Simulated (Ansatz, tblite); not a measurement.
# CrS2Cl2: rung by rung

Aim: run the singlet of CrS2Cl2 at one geometry on many levels, and compare frontier levels, spin and run time.

The runs use Ansatz 0.2.0, Gaussian basis; as each input shows.

The runs, in order: GFN1-xTB, GFN2-xTB, PBE-D4/def2-TZVP, r2SCAN-D4/def2-TZVP, B2PLYP/def2-TZVP, ωB97M-V/def2-TZVP, r2SCANh-D4/def2-TZVP, r2SCAN0-D4/def2-TZVP, BLYP-D4/def2-TZVP, ωB97X-V/def2-TZVP, revPBE-D4/def2-TZVP, PBE-D4/def2-SVP, PBE0-D4/def2-SVP, HF/STO-3G, HF/6-31G, B3LYP-D4/6-31G, PBE0-D4/def2-TZVPD, PBE-D4/def2-TZVPD, r2SCAN-D4/def2-TZVPD, CCSD(T)/def2-TZVP, RPA/def2-TZVP.

**1. The relaxed structure**

The geometry is that of the singlet, from an earlier relaxation (r2SCAN-D4/def2-SVP).

5 atoms, charge 0, spin multiplicity 1.

Bond lengths: Cr1–S2 1.974 Å, Cr1–S3 1.974 Å, Cr1–Cl4 2.114 Å, Cr1–Cl5 2.114 Å. Angles: S2–Cr1–S3 108.9°, S2–Cr1–Cl4 109.1°, S2–Cr1–Cl5 109.1°, S3–Cr1–Cl4 109.1°, S3–Cr1–Cl5 109.1°, Cl4–Cr1–Cl5 111.6°.

Formally the metal is d0. No spin-orbit coupling is included.

PBE0-D4/def2-TZVP was run before; its log isn't repeated, and its numbers join the tables.

**2. GFN1-xTB**

Tight binding, by tblite at 300 K electronic temperature and without a spin-polarisation term:

```python
tblite.interface.Calculator('GFN1-xTB', numbers, positions, charge=0, uhf=0).singlepoint()
```

Energy -484.6382 eV, HOMO -12.54 eV, LUMO -11.16 eV; 0.029 s.

**3. GFN2-xTB**

Tight binding, by tblite at 300 K electronic temperature and without a spin-polarisation term:

```python
tblite.interface.Calculator('GFN2-xTB', numbers, positions, charge=0, uhf=0).singlepoint()
```

Energy -482.7831 eV, HOMO -11.42 eV, LUMO -9.95 eV; 0.01 s.

**4. PBE-D4/def2-TZVP**

start.molden holds the orbitals of an earlier run on this state, given as this run's starting guess.

The input, in.yaml:

```yaml
crystal:
  periodic: [false, false, false]
  atoms:
    - {symbol: Cr, position_ang: [0.013636, -0.000025, 0.009562]}
    - {symbol: S, position_ang: [0.032066, -0.016037, 1.983023]}
    - {symbol: S, position_ang: [1.874445, 0.011108, -0.648027]}
    - {symbol: Cl, position_ang: [-0.965539, 1.751069, -0.658053]}
    - {symbol: Cl, position_ang: [-0.954608, -1.746115, -0.686504]}
basis:
  gaussian: {orbitals: def2-TZVP, initial_orbitals: start.molden}
hamiltonian: {xc: pbe, dispersion: d4}
scf: {omitted_lower_state_checks: [starts]}
output: {orbitals: {seedname: orbitals}}
```

Started as:

```bash
$ ansatz run in.yaml --threads 4 --pin off --events-out ev --progress --plain --max-ram 3916MiB
```

Further steps of the session: r2SCAN-D4/def2-TZVP; B2PLYP/def2-TZVP; ωB97M-V/def2-TZVP; r2SCANh-D4/def2-TZVP; r2SCAN0-D4/def2-TZVP; BLYP-D4/def2-TZVP; ωB97X-V/def2-TZVP; revPBE-D4/def2-TZVP; PBE-D4/def2-SVP; PBE0-D4/def2-SVP; HF/STO-3G; HF/6-31G; B3LYP-D4/6-31G; PBE0-D4/def2-TZVPD; PBE-D4/def2-TZVPD; r2SCAN-D4/def2-TZVPD; CCSD(T)/def2-TZVP; RPA/def2-TZVP.

Q: Predict the results of all the runs planned. Wanted: gap in def2-TZVP, named functionals, smallest and largest; correlation energy, CCSD(T)/def2-TZVP; binding an atom, functionals in def2-TZVP; PBE0 total energy, smallest basis above largest.

As calculated:

| quantity | value |
| --- | --- |
| gap in def2-TZVP, named functionals, smallest and largest | 1.21 eV (BLYP-D4), 7.28 eV (ωB97X-V) |
| correlation energy, CCSD(T)/def2-TZVP | -41.44 eV |
| binding an atom, functionals in def2-TZVP | 2.18 (r2SCAN0-D4) to 3.13 eV (B2PLYP) |
| PBE0 total energy, smallest basis above largest | 20.32 eV (def2-SVP, def2-TZVPD) |

In words: Orbital gaps of the named functionals in def2-TZVP span 1.21 eV (BLYP-D4) to 7.28 eV (ωB97X-V); exact exchange widens it. Notes on CCSD(T)/def2-TZVP: state flagged by the program.
